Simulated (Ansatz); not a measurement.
# Si₂H₃Cl₂ radical: how energies converge with the basis set

One table from this session's results is given with a row withheld; the runs are named, their logs left out.

Method: one geometry, several basis sets; program: Ansatz 0.2.0, Gaussian basis.

Plan: PBE0-D4/def2-SVP; ωB97M-V/def2-SVP; PBE0-D4/def2-QZVPP; ωB97M-V/def2-QZVPP; the functionals' def2-TZVPP values are taken from earlier runs.

## Structure used throughout

An earlier PBE0-D4 in a triple-zeta def2 set relaxation fixed the geometry.

SMILES `Cl[SiH][SiH2]Cl`, 7 atoms, charge 0, spin multiplicity 2.

Atoms are counted from 1 here; the program's logs count them from 0.

Bond lengths: Cl1–Si2 2.062 Å, Si2–Si3 2.336 Å, Si2–H5 1.490 Å, Si3–Cl4 2.060 Å, Si3–H6 1.485 Å, Si3–H7 1.482 Å. Angles: Cl1–Si2–Si3 109.1°, Cl1–Si2–H5 107.9°, Si3–Si2–H5 113.8°, Si2–Si3–Cl4 106.7°, Si2–Si3–H6 113.3°, Si2–Si3–H7 110.1°, Cl4–Si3–H6 108.2°, Cl4–Si3–H7 108.8°, H6–Si3–H7 109.5°.

Geometry (Å):

```xyz
7

Cl    1.2079    0.8355   -2.3791
Si    0.6589    1.1674   -0.4190
Si   -0.1965   -0.8114    0.4807
Cl   -0.7967   -0.3783    2.4031
H    -0.3052    2.3028   -0.3998
H    -1.3698   -1.3369   -0.2633
H     0.8627   -1.8472    0.5318
```

The first run:

The input, in.yaml:

```yaml
crystal:
  periodic: [false, false, false]
  atoms:
    - {symbol: Cl, position_ang: [1.207886, 0.835545, -2.379096]}
    - {symbol: Si, position_ang: [0.658923, 1.167432, -0.419012]}
    - {symbol: Si, position_ang: [-0.196547, -0.811407, 0.480726]}
    - {symbol: Cl, position_ang: [-0.796699, -0.378342, 2.403117]}
    - {symbol: H, position_ang: [-0.305235, 2.302840, -0.399790]}
    - {symbol: H, position_ang: [-1.369844, -1.336880, -0.263332]}
    - {symbol: H, position_ang: [0.862715, -1.847189, 0.531787]}
basis:
  gaussian: {orbitals: def2-SVP}
magnetization: {spin_polarized: true, initial_magnetization: 1}
hamiltonian: {xc: pbe0, dispersion: d4}
output: {orbitals: {seedname: orbitals}}
```

Steps of the session up to this table: PBE0-D4 in def2-SVP; ωB97M-V in def2-SVP; PBE0-D4 in def2-QZVPP; ωB97M-V in def2-QZVPP.

One table of the session follows, with a row left open; its other results are not shown here.

It belongs to the step «Functionals by basis». 

```
functional       basis  HOMO (eV)  LUMO (eV)
   PBE0-D4    def2-SVP      -6.45      -3.06
   PBE0-D4  def2-TZVPP      -6.50      -3.08
   PBE0-D4  def2-QZVPP      -6.52      -3.11
   ωB97M-V    def2-SVP      -8.13      -1.37
   ωB97M-V  def2-TZVPP          ?          ?
   ωB97M-V  def2-QZVPP      -8.25      -1.51
```

Q: Estimate the row for ωB97M-V, def2-TZVPP from the others.

As computed: HOMO (eV): -8.21; LUMO (eV): -1.45. In the column «HOMO (eV)» it lies between ωB97M-V, def2-QZVPP (-8.25) and ωB97M-V, def2-SVP (-8.13).
